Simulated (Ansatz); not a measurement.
# AlAsH4 (triplet): wave-function methods side by side at a displaced geometry (v2), cc-pVDZ

How much of the correlation energy of AlAsH4 (triplet) does each wave-function method recover here?

Computed with Ansatz 0.2.0, Gaussian basis. Level: cc-pVDZ, core rule «outside noble gas», up to 19 orbitals frozen.

To be run: UHF; CCSD(T) on ROHF; CCSD(T) on UHF; BCCD(T) on ROHF; CISD; CCSDT(Q) on ROHF; CCSDT(Q) on UHF.

25 further runs of the same task are left out: 1 for a known fault of the program, 13 that didn't finish, 11 set aside as unsound or not needed.

**1. The geometry**

The geometry is a PBE0/def2-TZVP stationary point (not a proven minimum) with its atoms shifted at random (size 0.100 Å). No spin-orbit coupling is included. The filled d shell of As may be among the frozen orbitals whatever the setting's name suggests; the logs give the count.

6 atoms, charge 0, spin multiplicity 3.

Atoms are counted from 1 here; the program's logs count them from 0.

Bond lengths: Al1–As2 2.577 Å, Al1–H3 1.702 Å, Al1–H4 1.675 Å, As2–H5 1.458 Å, As2–H6 1.376 Å. Angles: As2–Al1–H3 65.9°, As2–Al1–H4 106.2°, H3–Al1–H4 113.3°, Al1–As2–H5 108.4°, Al1–As2–H6 119.1°, H5–As2–H6 96.8°.

**2. UHF**

in.yaml reads:

```yaml
crystal:
  periodic: [false, false, false]
  atoms:
    - {symbol: Al, position_ang: [0.176418, 0.088969, 1.874527]}
    - {symbol: As, position_ang: [-0.030529, -0.042396, -0.691095]}
    - {symbol: H, position_ang: [-1.061609, 1.059715, 1.226399]}
    - {symbol: H, position_ang: [-0.373200, -1.380121, 2.462590]}
    - {symbol: H, position_ang: [0.258882, 1.275788, -1.243527]}
    - {symbol: H, position_ang: [-1.277335, -0.185623, -1.254625]}
basis:
  gaussian: {orbitals: cc-pVDZ}
magnetization: {spin_polarized: true, initial_magnetization: 2}
hamiltonian: {xc: hf}
output: {orbitals: {seedname: orbitals}}
```

Command:

```bash
ansatz run in.yaml --threads 1 --pin off --events-out ev --progress --plain --max-ram 2393MiB
```

The runs that follow: CCSD(T) on ROHF; CCSD(T) on UHF; BCCD(T) on ROHF; CISD; CCSDT(Q) on ROHF; CCSDT(Q) on UHF.

**Question.** What will the summary of the whole plan be? Wanted: UCCSDT(Q) below the RHF energy; RMP2 from UCCSDT(Q); UMP2 from UCCSDT(Q); RCCSD from UCCSDT(Q); RCCSD(T) from UCCSDT(Q); UCCSD(T) from UCCSDT(Q); RCCSDT(Q) from UCCSDT(Q); T1 diagnostic.

As calculated:

| quantity | value |
| --- | --- |
| UCCSDT(Q) below the RHF energy | -5.9478 eV |
| RMP2 from UCCSDT(Q) | +30.11 kcal/mol |
| UMP2 from UCCSDT(Q) | +30.18 kcal/mol |
| RCCSD from UCCSDT(Q) | +4.32 kcal/mol |
| RCCSD(T) from UCCSDT(Q) | +0.97 kcal/mol |
| UCCSD(T) from UCCSDT(Q) | +0.93 kcal/mol |
| RCCSDT(Q) from UCCSDT(Q) | +0.06 kcal/mol |
| levels within 1 kcal/mol (43 meV) | RCCSD(T), UCCSD(T), BCCD(T), RCCSDT, UCCSDT, RCCSDT(Q) |
| T1 diagnostic | 0.025 |

RCCSD(T) lands +0.97 kcal/mol from the yardstick (0.7 % of the correlation energy). These misses are within one basis, not against nature; the frozen cores of restricted and unrestricted runs differ, which can shift their rows.
